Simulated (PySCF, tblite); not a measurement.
# C₆H₅N₂O radical: geometry, infrared bands and EPR parameters

Wanted: the infrared bands and EPR parameters of C₆H₅N₂O radical (`[H]/N=C\[C]1COC=C1C#N`), by calculation.

Programs: tblite 0.8.0 and PySCF 2.14.0, with density-fitted response routines of our own. Each step states its level of theory. These are calculated values for one molecule in the gas phase, unless marked as measured. Atoms are numbered from 0 throughout.

### Step 1. The starting structure

14 atoms, charge 0, multiplicity 2; geometry from: force field or distance geometry start.

Bonds of the start (Å): N0–C1 1.16, C1–C2 1.44, C2–C3 1.31, C3–O4 1.40, O4–C5 1.39, C5–C6 1.49, C6–C7 1.47, C7–N8 1.29, C6–C2 1.49, C3–H9 1.09, C5–H10 1.13, C5–H11 1.11, C7–H12 1.09, N8–H13 1.03.

### Step 2. Relaxing the molecule with GFN2-xTB

Job settings and geometry (Å):

```
{"job": {"kind": "relax", "xc": "GFN2-xTB", "basis": "xTB"}, "charge": 0, "multiplicity": 2}
N      0.738600     3.322800     0.538100
C      0.748200     2.169900     0.380600
C      0.784700     0.740900     0.190300
C      1.774400    -0.020200    -0.198200
O      1.374100    -1.359900    -0.259300
C      0.193800    -1.469400     0.475900
C     -0.417100    -0.109900     0.385600
C     -1.325800     0.063300    -0.755500
N     -2.610600     0.074300    -0.619700
H      2.787600     0.329300    -0.409300
H      0.468900    -1.605600     1.560900
H     -0.484800    -2.288500     0.168800
H     -0.980800     0.181300    -1.787600
H     -3.051900    -0.028700     0.307100
```

Run with:

```bash
OMP_NUM_THREADS=1 python probes_run.py task.json out
```

This one command runs all jobs of the session in turn.

**Question.** This job is followed by: GFN2-xTB harmonic vibrations, gas phase; UKS B3LYP, pcH-1 on C H N O, non-relativistic, mean-field spin-orbit, GIAO. Predict these results of the whole session: strongest single infrared mode (GFN2-xTB); zero-point energy (GFN2-xTB); g(iso) (B3LYP); ⟨S²⟩; largest a(iso) (averaged by class); surface potential, 1st and 99th percentile.

**Answer**, as computed:

| quantity | value |
| --- | --- |
| strongest single infrared mode (GFN2-xTB) | 1560 cm⁻¹, 215 km/mol |
| zero-point energy (GFN2-xTB) | 61.1 kcal/mol |
| g(iso) (B3LYP) | 2.00350 |
| ⟨S²⟩ | 0.779 (exact 0.75) |
| largest a(iso) (averaged by class) | 1H on H10, H11, 95.8 MHz |
| surface potential, 1st and 99th percentile | -1.79 V and 1.91 V |

What this shows: Over 84 steps the energy fell by 1.995 eV; of the close pairs, C2–C6 changed most, 1.485 to 1.418 Å. All 36 modes are real, so the xTB geometry is a minimum. The strongest single mode, at 1560 cm⁻¹, moves mainly C7 and N8. GFN2-xTB is a fitted tight-binding method: band positions and strengths are rough. Its intensities can rank the bands wrongly. C6 carries the largest spin population, 0.53 e. The isotropic g lies 1.2 ppt above the free-electron value.
